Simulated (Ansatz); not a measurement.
**GeH5O (doublet): the correlation ladder at distance O1–H3 along a hydrogen transfer = 1.481 Å, cc-pVDZ**

How much of the correlation energy of GeH5O (doublet) does each wave-function method recover here?

Program: Ansatz 0.2.0, Gaussian basis. Level of theory: cc-pVDZ, core rule «outside noble gas», up to 15 orbitals frozen. These are calculated values, not measurements.

To be run: UHF; CCSD(T) on ROHF; CCSD(T) on UHF; BCCD(T) on ROHF; CISD; CCSDT(Q) on ROHF; CCSDT(Q) on UHF; CASSCF and MRCISD+Q, 3 electrons in 3 orbitals; CASSCF and NEVPT2, 3 electrons in 3 orbitals.

4 further runs of the same task are left out: 4 that didn't finish.

## Step 1: What is computed

The geometry derives from fragments relaxed apart (PBE0/def2-TZVP) and kept rigid, so it is no stationary point. A hydrogen atom is moved between rigid fragments. No spin-orbit coupling is included. The filled d shell of Ge may be among the frozen orbitals whatever the setting's name suggests; the logs give the count.

7 atoms, charge 0, spin multiplicity 2.

Atoms are counted from 1 here; the program's logs count them from 0.

Bond lengths: O1–H2 0.960 Å, H3–Ge4 1.739 Å, Ge4–H5 1.539 Å, Ge4–H6 1.539 Å, Ge4–H7 1.539 Å. Angles: H3–Ge4–H5 107.7°, H3–Ge4–H6 107.7°, H3–Ge4–H7 107.7°, H5–Ge4–H6 111.2°, H5–Ge4–H7 111.2°, H6–Ge4–H7 111.2°.

As a file:

```xyz
7
charge 0, multiplicity 2
O    -2.6291   -0.0100    0.0000
H    -2.8785    0.9166    0.0000
H    -1.1481   -0.0100    0.0000
Ge    0.5909   -0.0100    0.0000
H     1.0595   -1.4759    0.0000
H     1.0595    0.7230   -1.2695
H     1.0595    0.7230    1.2695
```

## Step 2: UHF

in.yaml

```yaml
crystal:
  periodic: [false, false, false]
  atoms:
    - {symbol: O, position_ang: [-2.629147, -0.009969, -0.000001]}
    - {symbol: H, position_ang: [-2.878457, 0.916606, -0.000001]}
    - {symbol: H, position_ang: [-1.148147, -0.009969, -0.000001]}
    - {symbol: Ge, position_ang: [0.590853, -0.009969, 0.000000]}
    - {symbol: H, position_ang: [1.059520, -1.475884, 0.000000]}
    - {symbol: H, position_ang: [1.059522, 0.722988, -1.269519]}
    - {symbol: H, position_ang: [1.059521, 0.722988, 1.269520]}
basis:
  gaussian: {orbitals: cc-pVDZ}
magnetization: {spin_polarized: true, initial_magnetization: 1}
hamiltonian: {xc: hf}
output: {orbitals: {seedname: orbitals}}
```

Launch:

```console
$ ansatz run in.yaml --threads 1 --pin off --events-out ev --progress --plain --max-ram 2502MiB
```

The runs that follow: CCSD(T) on ROHF; CCSD(T) on UHF; BCCD(T) on ROHF; CISD; CCSDT(Q) on ROHF; CCSDT(Q) on UHF; CASSCF and MRCISD+Q, 3 electrons in 3 orbitals; CASSCF and NEVPT2, 3 electrons in 3 orbitals.

Q: Predict the results of all the runs planned. Wanted: UCCSDT(Q) below the RHF energy; RMP2 from UCCSDT(Q); UMP2 from UCCSDT(Q); RCCSD from UCCSDT(Q); RCCSD(T) from UCCSDT(Q); UCCSD(T) from UCCSDT(Q); RCCSDT(Q) from UCCSDT(Q); NEVPT2 pair from UCCSDT(Q); MRCISD+Q pair from UCCSDT(Q).

**Answer**, as computed:

| quantity | value |
| --- | --- |
| UCCSDT(Q) below the RHF energy | -9.2763 eV |
| RMP2 from UCCSDT(Q) | +1486.8 meV |
| UMP2 from UCCSDT(Q) | +1459.4 meV |
| RCCSD from UCCSDT(Q) | +220.2 meV |
| RCCSD(T) from UCCSDT(Q) | +46.6 meV |
| UCCSD(T) from UCCSDT(Q) | +45.6 meV |
| RCCSDT(Q) from UCCSDT(Q) | +1.2 meV |
| NEVPT2 pair from UCCSDT(Q) | +1293.1 meV |
| MRCISD+Q pair from UCCSDT(Q) | +164.2 meV |
| levels within 1 kcal/mol (43 meV) | RCCSDT, UCCSDT, RCCSDT(Q) |
| T1 diagnostic | 0.038 |

In words: RCCSD(T) misses by +46.6 meV, 0.5 % of the correlation energy. Of the multireference levels listed MRCISD+Q pair comes nearest in total energy (+164.2 meV), which doesn't show that its space is the better one. These misses are within one basis, not against nature; the frozen cores of restricted and unrestricted runs differ, which can shift their rows.
